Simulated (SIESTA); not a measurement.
# Pb2O under changes of volume

One of the cells (26.473 Å³/atom); the others are scaled copies at fixed shape and fractional positions:

```
Pb O
1.0
     5.41563    0.00000    0.00000
     0.00000    5.41563    0.00000
     0.00000    0.00000    5.41563
Pb O
4 2
Direct
  0.75000 0.25000 0.75000
  0.25000 0.75000 0.75000
  0.75000 0.75000 0.25000
  0.25000 0.25000 0.25000
  0.50000 0.50000 0.50000
  0.00000 0.00000 0.00000
```

- Program: SIESTA 5.4.2
- Functional: PBE
- Potentials or basis: PseudoDojo 0.4 standard (PBE files)
- Basis: DZP (energy shift 0.003 Ry; two zetas on semicore shells)
- Grid cutoff: 800 Ry
- Energy shift: 0.003 Ry
- k mesh: 5 × 5 × 5
- Occupations: fermi-dirac, width 0.05 eV
- Spin: no spin polarisation

```csv
volume (Å³/atom),energy over the lowest point (meV/atom),pressure (GPa)
24.396,?,?
24.915,57.96,7.1
25.434,37.81,5.4
26.473,11.37,2.9
26.992,3.95,1.7
27.511,0.00,0.8
```

Task: What does the run at 24.396 Å³/atom give?

Result: Energy over the lowest point 83.27 meV/atom; pressure 8.7 GPa.

Worked out: A Birch-Murnaghan fit of order 3 (a polynomial in V^(-2/3)) to the other rows has its minimum at 27.96 Å³/atom, just outside them, with B0 = V·E''(V) = 45 GPa and B' = 5.4. It gives 83.46 meV/atom at 24.396 Å³/atom, against the run's 83.27, and -dE/dV = 8.8 GPa, against 8.7.

Energies are extrapolated to zero smearing.

Caveats: the basis of atomic orbitals isn't converged, which shifts pressures, moduli and gaps.
